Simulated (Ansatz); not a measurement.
# C₄H₉ClFGa: vertical ionisation energy

The task here is to estimate one member of a computed series from the others.

The runs use Ansatz 0.2.0, Gaussian basis; unrestricted cation, the program's frozen cores in correlated methods.

Plan: UKS PBE-D4/def2-TZVPP; UKS r2SCAN-D4/def2-TZVPP; UKS PBE0-D4/def2-TZVPP; UKS B3LYP-D4/def2-TZVPP; UKS wB97X-V/def2-TZVPP; UKS wB97M-V/def2-TZVPP; UKS B2PLYP/def2-TZVPP; UHF-CCSD(T)/def2-TZVPP; UHF-MP2/def2-QZVPP; extrapolation to the limit; then −ε(HOMO) from the neutral's earlier runs with LDA (SPW92), PBE-D4, revPBE-D4, BLYP-D4, r2SCAN-D4, B97M-V, PBE0-D4, B3LYP-D4, r2SCANh-D4, r2SCAN0-D4, HSE06-D4, BHLYP-D4, CAM-B3LYP-D4, LC-ωPBE, ωB97X-V, ωB97M-V.

## The geometry

All runs share one geometry, relaxed beforehand with PBE0-D4 in a triple-zeta def2 set.

16 atoms, charge 0, spin multiplicity 1.

Atoms are counted from 1 here; the program's logs count them from 0.

Bond lengths: C1–C2 1.526 Å, C1–H8 1.098 Å, C1–H9 1.093 Å, C1–H10 1.093 Å, C2–C3 1.522 Å, C2–C4 1.527 Å, C2–Ga5 1.979 Å, C3–H11 1.093 Å, C3–H12 1.097 Å, C3–H13 1.093 Å, C4–H14 1.094 Å, C4–H15 1.098 Å, C4–H16 1.093 Å, Ga5–F6 1.756 Å, Ga5–Cl7 2.140 Å. Angles: C2–C1–H8 109.3°, C2–C1–H9 112.2°, C2–C1–H10 112.3°, H8–C1–H9 107.6°, H8–C1–H10 107.2°, H9–C1–H10 108.1°, C1–C2–C3 110.7°, C1–C2–C4 109.8°, C1–C2–Ga5 108.1°, C3–C2–C4 110.5°, C3–C2–Ga5 110.1°, C4–C2–Ga5 107.6°, C2–C3–H11 112.2°, C2–C3–H12 109.5°, C2–C3–H13 112.2°, H11–C3–H12 107.6°, H11–C3–H13 107.6°, H12–C3–H13 107.5° and more.

The first run:

Contents of in.yaml:

```yaml
crystal:
  periodic: [false, false, false]
  atoms:
    - {symbol: C, position_ang: [0.467489, 0.604587, 1.348249]}
    - {symbol: C, position_ang: [0.016103, -0.044025, 0.042311]}
    - {symbol: C, position_ang: [1.067725, -1.021531, -0.464016]}
    - {symbol: C, position_ang: [-1.318378, -0.756775, 0.252415]}
    - {symbol: Ga, position_ang: [-0.274277, 1.390975, -1.289140]}
    - {symbol: F, position_ang: [-1.320726, 2.752629, -0.923415]}
    - {symbol: Cl, position_ang: [0.552250, 1.517698, -3.259261]}
    - {symbol: H, position_ang: [0.583658, -0.169932, 2.117309]}
    - {symbol: H, position_ang: [-0.258581, 1.331771, 1.719739]}
    - {symbol: H, position_ang: [1.432723, 1.108649, 1.248547]}
    - {symbol: H, position_ang: [0.774117, -1.492582, -1.405185]}
    - {symbol: H, position_ang: [1.212257, -1.819334, 0.275498]}
    - {symbol: H, position_ang: [2.036000, -0.540457, -0.622607]}
    - {symbol: H, position_ang: [-1.673662, -1.249369, -0.657008]}
    - {symbol: H, position_ang: [-1.196651, -1.535634, 1.016308]}
    - {symbol: H, position_ang: [-2.100056, -0.076640, 0.600266]}
basis:
  gaussian: {orbitals: def2-TZVPP}
total_charge: 1
magnetization: {spin_polarized: true, initial_magnetization: 1}
hamiltonian: {xc: pbe, dispersion: d4}
```

Run with:

```console
> ansatz run in.yaml --threads 2 --pin off --events-out ev --progress --plain --max-ram 22528MiB --backend cuda --devices 0, --max-vram 18GiB
```

Steps of the session up to this table: Cation, UKS PBE-D4/def2-TZVPP; Cation, UKS r2SCAN-D4/def2-TZVPP; Cation, UKS PBE0-D4/def2-TZVPP; Cation, UKS B3LYP-D4/def2-TZVPP; Cation, UKS wB97X-V/def2-TZVPP; Cation, UKS wB97M-V/def2-TZVPP; Cation, UKS B2PLYP (frozen core)/def2-TZVPP; Cation, UHF-CCSD(T)/def2-TZVPP; Cation, UHF-MP2/def2-QZVPP.

One of the session's tables, all rows but one given; the rest of the session is left out.

For comparison, −ε(HOMO) of the neutral from earlier runs:

```
  functional  −ε(HOMO) (eV)
 LDA (SPW92)           6.98
      PBE-D4           6.81
   revPBE-D4           6.74
     BLYP-D4           6.71
   r2SCAN-D4           7.04
      B97M-V           7.12
     PBE0-D4           7.98
    B3LYP-D4           7.81
  r2SCANh-D4           7.48
  r2SCAN0-D4           8.14
    HSE06-D4           7.59
    BHLYP-D4           9.09
CAM-B3LYP-D4              ?
     LC-ωPBE          10.56
     ωB97X-V          10.23
     ωB97M-V          10.11
```

Q: Estimate the row for CAM-B3LYP-D4 from the others.

As computed: −ε(HOMO) (eV): 9.31. In the column «−ε(HOMO) (eV)» it lies between BHLYP-D4 (9.09) and ωB97M-V (10.11).

Caveats from the session: The cation may have settled in a state other than its lowest; no search over hole states beyond the program's own was made.
